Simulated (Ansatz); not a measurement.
Here is an Ansatz input file for Sr2CuCN2O2 (distorted cell). Write the same calculation for the Python package.

```yaml
crystal:
  lattice:
    - [3.8198, -0.0189, -0.0246]
    - [-0.0189, 3.8301, 0.0479]
    - [-0.0524, 0.1021, 8.0454]
  atoms:
    - { symbol: Sr, position: [0.483, 0.4983, 0.7134] }
    - { symbol: Sr, position: [0.4665, 0.4969, 0.2938] }
    - { symbol: Cu, position: [0.0164, 0.0115, 0.4932] }
    - { symbol: C, position: [0.0124, 0.0032, 0.0095] }
    - { symbol: "N", position: [0.9967, 0.0073, 0.8556] }
    - { symbol: "N", position: [0.9837, 0.9915, 0.1512] }
    - { symbol: O, position: [0.0049, 0.4956, 0.4943] }
    - { symbol: O, position: [0.488, 0.9944, 0.5084] }
accuracy: high
basis:
  ecutwfc: 470.0
kpoints:
  mp_grid: { grid: [4, 4, 2], shift: [0.5, 0.5, 0.5] }
hamiltonian:
  xc: lda
  pseudopotentials: { kind: paw }
scf:
  self_checks: low
  convergence: { dr2_threshold: 1.0e-08 }
  lower_state_search: light
  occupations: { method: fermi_dirac }
output:
  write_potential_components: true
  dos: { de: 0.1, method: tetrahedron, nscf_kmesh: { kspacing: 0.24 } }
  eigenvalues: true
```

On the command line:
```console
$ ansatz run input.yaml --threads 1 --pin off --max-ram 3072MiB --backend cpu --events-out ev --progress --plain --runs-dir out
Engine: ansatz 0.2.0, x86_64-unknown-linux-gnu
Pseudopotentials: kind: paw
Pseudopotential: Sr, paw, valence charge 10, recommended cutoff 420 eV (normal), Sr.paw.azcp
Pseudopotential: Cu, paw, valence charge 19, recommended cutoff 420 eV (normal), Cu.paw.azcp
Pseudopotential: C, paw, valence charge 4, recommended cutoff 420 eV (normal), C.paw.azcp
Pseudopotential: N, paw, valence charge 5, recommended cutoff 420 eV (normal), N.paw.azcp
Pseudopotential: O, paw, valence charge 6, recommended cutoff 420 eV (normal), O.paw.azcp
Functional definition: SPW92
  exchange = slater_x
  correlation = pw_c
Crystal: 8 atoms, lattice volume = 117.680 Å³
Basis set: ecut = 470 eV, 2729 PW (Γ)
Bands: 41, of which v1, the nominal top of the filled ones, is band 33 counted from 1 (32 counted from 0)
Symmetry: 1 space group operations
Space group: P1 (ITA 1), of the structure as read, at distance tolerance 4.9e-5 Å
k-points: 16 of 32 (time reversal used)
Non-local potential: Sr, projectors of the file, l = 0: 3, l = 1: 2, l = 2: 2
Non-local potential: Cu, projectors of the file, l = 0: 3, l = 1: 2, l = 2: 3, l = 3: 1
Non-local potential: C, projectors of the file, l = 0: 2, l = 1: 2, l = 2: 1
Non-local potential: N, projectors of the file, l = 0: 2, l = 1: 2, l = 2: 1
Non-local potential: O, projectors of the file, l = 0: 2, l = 1: 2, l = 2: 1
PAW form: soft (Blöchl's): semilocal exchange-correlation on the pseudo side does not see the compensation charge
PAW frozen core: Sr, regenerated for the run's functional, and the local potential with it (the file was generated under x = pbe(κ = 0.804, μ = 0.2195149727645171), c = pbe(β = 0.06672455060314922))
PAW frozen core: Cu, regenerated for the run's functional, and the local potential with it (the file was generated under x = pbe(κ = 0.804, μ = 0.2195149727645171), c = pbe(β = 0.06672455060314922))
PAW frozen core: C, regenerated for the run's functional, and the local potential with it (the file was generated under x = pbe(κ = 0.804, μ = 0.2195149727645171), c = pbe(β = 0.06672455060314922))
PAW frozen core: N, regenerated for the run's functional, and the local potential with it (the file was generated under x = pbe(κ = 0.804, μ = 0.2195149727645171), c = pbe(β = 0.06672455060314922))
PAW frozen core: O, regenerated for the run's functional, and the local potential with it (the file was generated under x = pbe(κ = 0.804, μ = 0.2195149727645171), c = pbe(β = 0.06672455060314922))
PAW one-centre angular grid: Sr, 110 points (default); XC on 64 Gauss nodes
PAW one-centre angular grid: Cu, 590 points (default); XC on 64 Gauss nodes
PAW one-centre angular grid: C, 110 points (default); XC on 64 Gauss nodes
PAW one-centre angular grid: N, 110 points (default); XC on 64 Gauss nodes
PAW one-centre angular grid: O, 110 points (default); XC on 64 Gauss nodes
Initial density: superposition of atomic densities (neutral atoms: chi_scale 0, normalization atom), corrected by the library's trained network
Initial wavefunctions: pseudopotential atomic-orbital guess
Functional: x = slater, c = lda
SCF iter   1: F=—  HF=-15550.432704 eV  |F-HF|=—  |Δ(HF+E_count)|=         —  Δρ=1.26e-2  dr2=1.40e-1  ethr=1.77e-3  ⟨swp⟩=9.2  Hψ=3511  notcnv=0
preconditioner: auto → LDOS  [metal: Δε(μ)=0.044 eV  Ē_g=13.213 eV  σ=0.100 eV  W_gap=0.11  n_scr=38 (ndim 8)  ℏωp=24.9 eV  f_vac=0.089  D(μ)=2.43/eV (n_scr^D=16)  β→1.0]
SCF iter   2: F=—  HF=-15550.460184 eV  |F-HF|=—  |Δ(HF+E_count)|=   2.75e-2  Δρ=1.57e-2  dr2=2.05e-1  ethr=2.15e-4  ⟨swp⟩=3.0  Hψ=1450  notcnv=0  defer=48
SCF iter   3: F=—  HF=-15550.391359 eV  |F-HF|=—  |Δ(HF+E_count)|=   6.88e-2  Δρ=1.94e-3  dr2=3.12e-3  ethr=2.15e-4  ⟨swp⟩=2.0  Hψ=1168  notcnv=0  defer=48
SCF iter   4: F=—  HF=-15550.390641 eV  |F-HF|=—  |Δ(HF+E_count)|=   7.19e-4  Δρ=8.12e-4  dr2=1.51e-3  ethr=4.81e-6  ⟨swp⟩=2.2  Hψ=1107  notcnv=0  defer=48
SCF iter   5: F=—  HF=-15550.390384 eV  |F-HF|=—  |Δ(HF+E_count)|=   2.57e-4  Δρ=4.81e-4  dr2=2.96e-4  ethr=2.33e-6  ⟨swp⟩=2.0  Hψ=979  notcnv=0  defer=48
SCF iter   6: F=—  HF=-15550.390356 eV  |F-HF|=—  |Δ(HF+E_count)|=   2.81e-5  Δρ=3.56e-4  dr2=1.15e-4  ethr=4.55e-7  ⟨swp⟩=2.0  Hψ=811  notcnv=0  defer=47
SCF iter   7: F=—  HF=-15550.390336 eV  |F-HF|=—  |Δ(HF+E_count)|=   1.96e-5  Δρ=2.39e-4  dr2=4.83e-5  ethr=1.77e-7  ⟨swp⟩=1.4  Hψ=623  notcnv=0  defer=47
SCF iter   8: F=—  HF=-15550.390333 eV  |F-HF|=—  |Δ(HF+E_count)|=   2.52e-6  Δρ=1.42e-4  dr2=1.62e-5  ethr=7.44e-8  ⟨swp⟩=2.2  Hψ=837  notcnv=0  defer=47
SCF iter   9: F=—  HF=-15550.390335 eV  |F-HF|=—  |Δ(HF+E_count)|=   1.56e-6  Δρ=4.51e-5  dr2=1.21e-6  ethr=2.50e-8  ⟨swp⟩=2.0  Hψ=998  notcnv=0  defer=47
SCF iter  10: F=—  HF=-15550.390335 eV  |F-HF|=—  |Δ(HF+E_count)|=   1.62e-7  Δρ=1.52e-5  dr2=1.05e-7  ethr=1.85e-9  ⟨swp⟩=2.2  Hψ=959  notcnv=0  defer=47
SCF iter  11: F=-15550.390335 eV  HF=-15550.390335 eV  |F-HF|=1.90e-9  |Δ(HF+E_count)|=   1.27e-8  Δρ=4.01e-6  dr2=7.26e-9  ethr=1.54e-11  ⟨swp⟩=8.9  Hψ=2514  notcnv=0
SCF 1 converged in 11 iterations: F = -15550.390335 eV  dr2 = 7.26e-9
  greatest PAW one-centre occupation: 1.000 electrons in one spin orbital (limit 2), on the Cu atom at site 2 (counted from 0), in its partial waves of l = 0
NSCF: frozen V_eff on 99 k-points
SCF converged after 11 iterations
Free energy (F): -15550.390335 eV
Harris-Foulkes:  -15550.390335 eV  (|F-HF|=1.90e-9)
Internal energy: -15550.321715 eV  (E = F + TS)
E sigma→0 (E₀):  -15550.356025 eV
Entropy (-TS):   -0.068620 eV (-8.578 meV/atom)
Fermi energy:    7.900840 eV
--- Per-component energies (eV) ---
  E_band       = -706.407574
  E_kinetic    = 1492.388042
  E_local      = -10755.362885  (includes V_loc(G=0)·N_el)
  E_nonlocal   = 1033.872178
  E_hartree    = 4508.210409
  E_xc         = -743.105714
  E_vxc        = -835.898682  (∫ρ·V_xc dr)
  E_paw        = -7409.221186  (= ΣΔE_a)
  E_vpaw       = -657.834033  (= ΣTr[D̂ρ^β])
  E_aug_tail   = 0.003397  (compensation charges beyond the density's cutoff)
  E_ewald      = -3678.560651
  E_core_change = 1.454694  (= ΣΔE_core)
  E_smearing   = -0.068620  (= −TS)
  E_closure    = 0.000000  (closes the sum)
  Σ components = -15550.390335   (vs F -15550.390335, Δ=0.00e0)
--- Band table (eV; the first three rows and the last of 16) ---
  k-point 0: bands = ["-103.7783", "-61.7748", "-61.7666", "-61.2668", "-26.1119", "-25.8711", "-10.9328", "-10.7391", "-9.3714", "-8.5254", "-8.0922", "-8.0204", "-7.9652", "-7.7614", "-7.6727", "-7.3404", "1.8969", "2.5016", "2.5413", "2.6918", "2.7899", "2.9286", "4.3020", "4.4612", "4.5464", "5.3109", "5.6801", "5.8582", "5.9781", "6.3837", "6.8181", "6.8473", "7.2081", "10.1442", "11.5922", "12.0613", "13.0218", "13.3859", "13.5584", "13.8828", "14.3229"]
  k-point 1: bands = ["-103.7783", "-61.7748", "-61.7666", "-61.2668", "-26.1119", "-25.8711", "-10.9302", "-10.7424", "-9.3715", "-8.5122", "-8.1074", "-8.0279", "-7.9603", "-7.7599", "-7.6765", "-7.3324", "1.8812", "2.4873", "2.5411", "2.7034", "2.8213", "2.9319", "4.3161", "4.4458", "4.5254", "5.3059", "5.6827", "5.8647", "5.9815", "6.3872", "6.8141", "6.8433", "7.2025", "10.1509", "11.6489", "12.0260", "13.0632", "13.2212", "13.6346", "14.0317", "14.3331"]
  k-point 2: bands = ["-103.7783", "-61.7748", "-61.7667", "-61.2668", "-26.0933", "-25.8530", "-10.7411", "-10.5420", "-9.9383", "-8.5383", "-8.1943", "-8.0665", "-7.9358", "-7.8144", "-7.4960", "-7.3202", "1.6312", "1.9119", "2.3268", "2.5470", "3.0223", "3.1149", "3.5597", "3.7749", "4.4937", "5.3282", "5.7222", "6.0703", "6.2375", "6.7148", "6.7932", "6.8318", "7.9232", "11.2293", "11.8112", "12.5488", "13.0994", "13.4412", "13.9851", "14.1127", "14.3400"]
  k-point 15: bands = ["-103.7783", "-61.7749", "-61.7665", "-61.2668", "-26.0919", "-25.8534", "-10.7526", "-10.5779", "-9.8718", "-8.5663", "-8.1899", "-8.0214", "-7.9726", "-7.7919", "-7.5214", "-7.3241", "1.6354", "1.8995", "2.3156", "2.5405", "3.0229", "3.1302", "3.6010", "3.7299", "4.5494", "5.3518", "5.7627", "5.9579", "6.2243", "6.7066", "6.7941", "6.8528", "7.8728", "11.1888", "11.9462", "12.6221", "12.9405", "13.4041", "14.0633", "14.2068", "14.2646"]
```

Script `sr2cucn2o2_scf.py`:
```python
"""Single point of Sr2CuCN2O2, distorted."""

from collections import Counter
from pathlib import Path
import json

import ansatz
import numpy as np
from pymatgen.core import Structure

ECUT = 470
XC = "lda"
MESH = (4, 4, 2)
FILLING = "Fermi-Dirac"
TOLERANCE = 1e-08


def main() -> None:
    xtal = (
        ansatz.Lattice.of((3.8198, -0.0189, -0.0246), (-0.0189, 3.8301, 0.0479), (-0.0524, 0.1021, 8.0454))
        .atom("Sr", (0.483, 0.4983, 0.7134))
        .atom("Sr", (0.4665, 0.4969, 0.2938))
        .atom("Cu", (0.0164, 0.0115, 0.4932))
        .atom("C", (0.0124, 0.0032, 0.0095))
        .atom("N", (0.9967, 0.0073, 0.8556))
        .atom("N", (0.9837, 0.9915, 0.1512))
        .atom("O", (0.0049, 0.4956, 0.4943))
        .atom("O", (0.488, 0.9944, 0.5084))
    )

    # the calculation
    job = xtal.calculation()
    job = job.accuracy("high")
    job = job.basis(ECUT)
    job = job.functional(XC).kpoints(*MESH, center="monkhorst-pack")
    job = job.occupations(FILLING)
    job = job.pseudopotentials("paw").scf(tolerance=TOLERANCE, lower_state_search="light", self_checks="low")
    job = job.band_table()
    job = job.potential_components()
    job = job.density_of_states(energy_step=0.1, method="tetrahedron", nscf_kmesh_spacing=0.24)
    out = job.run(events_out="events.ndjson")
    r = out.report
    with open("events.ndjson") as stream:
        kinds = Counter(json.loads(line)["event"] for line in stream)
    print("events:", {kind: kinds[kind] for kind in ("scf_iter", "scf_done", "notice", "finished")})

    print(f"free energy      {r['free_energy_ev']:.5f} eV")
    print(f"per atom         {r['free_energy_ev'] / len(out.lattice.sites):.5f} eV")
    print(f"SCF iterations   {r['n_iterations']}  (converged: {r['converged']})")

    gap = None if "band_edges_ev" not in r else r["band_edges_ev"][1] - r["band_edges_ev"][0]
    print("gap on the k mesh:", "withheld (metal, or smearing too wide to tell)" if gap is None else f"{gap:.3f} eV")
    print("lowest empty less highest filled band, by band count:", round(r["gap_by_band_count_ev"], 3), "eV")

    folder = Path(out.write_results("parts"))
    text = (folder / "v_comp_z.tsv").read_text().splitlines()
    rows = np.array([line.split() for line in text if not line.startswith("#")], dtype=float)
    print(text[0])
    print(np.array2string(rows[:: max(len(rows) // 12, 1)], precision=3, suppress_small=True))

    dos = out.density_of_states()
    energy = np.asarray(dos.energies_ev) - dos.fermi_ev
    top = min(levels[-1] for levels in r["eigenvalues_ev"]) - dos.fermi_ev  # the computed bands end here
    total = np.asarray(dos.spin_summed_g_bin_mean_per_ev)
    print("E - E_F (eV)   states/eV")
    for e in np.arange(-6, min(4, top), 0.5):
        print(f"{e:8.1f} {np.interp(e, energy, total):12.3f}")

    final = Structure(out.lattice.cell_ang, [s.symbol for s in out.lattice.sites], [s.position_frac for s in out.lattice.sites])
    # count neighbours out to a fixed multiple of the shortest distance
    for index, (site, neighbours) in enumerate(zip(final, final.get_all_neighbors(5.5))):
        first = min(n.nn_distance for n in neighbours)
        shell = [n for n in neighbours if n.nn_distance < 1.2 * first]
        mean = sum(n.nn_distance for n in shell) / len(shell)
        print(f"atom {index} {site.specie.symbol}: {len(shell)} neighbours within 1.2 of the shortest distance, mean {mean:.3f} A")


if __name__ == "__main__":
    main()
```

Output of `python sr2cucn2o2_scf.py`:
```text
events: {'scf_iter': 11, 'scf_done': 1, 'notice': 2, 'finished': 1}
free energy      -15550.39033 eV
per atom         -1943.79879 eV
SCF iterations   11  (converged: True)
gap on the k mesh: withheld (metal, or smearing too wide to tell)
lowest empty less highest filled band, by band count: -2.31 eV
# z_ang	v_loc[eV]	v_h[eV]	v_xc[eV]
[[   0.     118.37  -113.193   -7.325]
 [   0.671  106.207  -98.274   -8.035]
 [   1.341   65.946  -61.865   -9.747]
 [   2.012   10.413  -12.046  -10.764]
 [   2.682  -48.676   46.411  -10.369]
 [   3.353 -111.516  116.2    -11.631]
 [   4.023 -173.042  167.817  -14.563]
 [   4.694  -99.609  105.743  -11.283]
 [   5.364  -37.142   36.482  -10.022]
 [   6.035   16.904  -19.274  -10.784]
 [   6.705   71.154  -66.557   -9.982]
 [   7.376  109.471 -100.957   -8.123]]
E - E_F (eV)   states/eV
    -6.0        8.604
    -5.5        7.954
    -5.0        7.360
    -4.5        2.310
    -4.0        4.886
    -3.5        4.009
    -3.0        0.122
    -2.5        3.388
    -2.0        9.966
    -1.5        5.274
    -1.0        9.268
    -0.5        1.247
     0.0        0.905
     0.5        0.553
     1.0        0.478
     1.5        0.392
     2.0        0.451
     2.5        0.570
     3.0        1.177
     3.5        2.498
atom 0 Sr: 7 neighbours within 1.2 of the shortest distance, mean 2.716 A
atom 1 Sr: 5 neighbours within 1.2 of the shortest distance, mean 2.605 A
atom 2 Cu: 4 neighbours within 1.2 of the shortest distance, mean 1.915 A
atom 3 C: 2 neighbours within 1.2 of the shortest distance, mean 1.193 A
atom 4 N: 1 neighbours within 1.2 of the shortest distance, mean 1.239 A
atom 5 N: 1 neighbours within 1.2 of the shortest distance, mean 1.147 A
atom 6 O: 2 neighbours within 1.2 of the shortest distance, mean 1.916 A
atom 7 O: 2 neighbours within 1.2 of the shortest distance, mean 1.915 A
```

Caveats:
- The settings weren't tested for convergence.
- The cell holds an odd number of electrons and is run without spin, so a magnetic state may lie lower.
- The mesh is modest for a metal, so energies can be off by several to tens of meV an atom and pressures by half a GPa or more; differences at equal mesh fare better.
- A gap by band count of zero or less means overlapping bands, a metal, and at an odd count of electrons it is no gap at all.
- Without a Hubbard U or exact exchange, semilocal functionals often make such 3d compounds metallic or too weakly gapped.
- The cell is a database structure, distorted on purpose.
- Gaps and levels are Kohn-Sham values on a finite set of k-points, without spin-orbit coupling.
- The computed bands are complete only to about 6.4 eV above the Fermi level; beyond that the density of states is undercounted.
- Finished in 18 s on 1 thread of Intel(R) Xeon(R) 6975P-C (Granite Rapids), with other jobs on the host, peak memory 0.65 GiB.

(Lines on the test bed's own set-up are left out of the output.)
